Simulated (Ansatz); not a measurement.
# C3H7Al: basis-set convergence

The task here is to estimate one member of a computed series from the others.

The runs use Ansatz 0.2.0, Gaussian basis; one geometry, several basis sets.

The runs, in order: PBE0-D4/def2-SVP; ωB97M-V/def2-SVP; PBE0-D4/def2-QZVPP; ωB97M-V/def2-QZVPP; the functionals' def2-TZVPP values are taken from earlier runs.

## The relaxed structure

The geometry comes from an earlier relaxation with PBE0-D4 in a triple-zeta def2 set; it is a stationary point, not always the lowest conformer.

11 atoms, charge 0, spin multiplicity 1.

Atoms are counted from 1 here; the program's logs count them from 0.

Bond lengths: C1–C2 1.336 Å, C1–H5 1.089 Å, C1–H6 1.089 Å, C2–Al3 1.945 Å, C2–H7 1.091 Å, Al3–C4 1.954 Å, Al3–H8 1.592 Å, C4–H9 1.095 Å, C4–H10 1.092 Å, C4–H11 1.095 Å. Angles: C2–C1–H5 121.8°, C2–C1–H6 123.1°, H5–C1–H6 115.1°, C1–C2–Al3 120.8°, C1–C2–H7 116.4°, Al3–C2–H7 122.8°, C2–Al3–C4 118.6°, C2–Al3–H8 119.8°, C4–Al3–H8 121.6°, Al3–C4–H9 111.3°, Al3–C4–H10 112.4°, Al3–C4–H11 111.2°, H9–C4–H10 107.7°, H9–C4–H11 106.4°, H10–C4–H11 107.6°.

As a file:

```
C    -0.76669    1.71276    0.40589
C     0.02115    0.96809    1.18707
Al    0.69604   -0.74968    0.57268
C     0.19456   -1.36608   -1.21222
H    -1.05661    1.38901   -0.59216
H    -1.16515    2.67896    0.71210
H     0.25552    1.37846    2.17008
H     1.63423   -1.61671    1.52240
H     0.50577   -0.65140   -1.98154
H     0.63873   -2.33313   -1.45928
H    -0.89216   -1.46727   -1.30462
```

The first run:

Input file in.yaml:

```yaml
crystal:
  periodic: [false, false, false]
  atoms:
    - {symbol: C, position_ang: [-0.766686, 1.712755, 0.405886]}
    - {symbol: C, position_ang: [0.021153, 0.968091, 1.187073]}
    - {symbol: Al, position_ang: [0.696040, -0.749676, 0.572676]}
    - {symbol: C, position_ang: [0.194559, -1.366081, -1.212219]}
    - {symbol: H, position_ang: [-1.056610, 1.389006, -0.592163]}
    - {symbol: H, position_ang: [-1.165150, 2.678956, 0.712104]}
    - {symbol: H, position_ang: [0.255518, 1.378459, 2.170078]}
    - {symbol: H, position_ang: [1.634231, -1.616715, 1.522400]}
    - {symbol: H, position_ang: [0.505774, -0.651397, -1.981538]}
    - {symbol: H, position_ang: [0.638730, -2.333132, -1.459281]}
    - {symbol: H, position_ang: [-0.892160, -1.467265, -1.304618]}
basis:
  gaussian: {orbitals: def2-SVP}
hamiltonian: {xc: pbe0, dispersion: d4}
output: {orbitals: {seedname: orbitals}}
```

Among the steps run: PBE0-D4 in def2-SVP; ωB97M-V in def2-SVP; PBE0-D4 in def2-QZVPP; ωB97M-V in def2-QZVPP.

One table of the session follows, with a row left open; its other results are not shown here.

It belongs to the step «Density functionals: the series». 

```
functional       basis  HOMO (eV)
   PBE0-D4    def2-SVP      -7.79
   PBE0-D4  def2-TZVPP      -7.82
   PBE0-D4  def2-QZVPP      -7.83
   ωB97M-V    def2-SVP          ?
   ωB97M-V  def2-TZVPP     -10.05
   ωB97M-V  def2-QZVPP     -10.06
```

Estimate the missing values for ωB97M-V, def2-SVP.

**Answer.** HOMO (eV): -10.01. In the column «HOMO (eV)» it lies between ωB97M-V, def2-TZVPP (-10.05) and PBE0-D4, def2-QZVPP (-7.83).
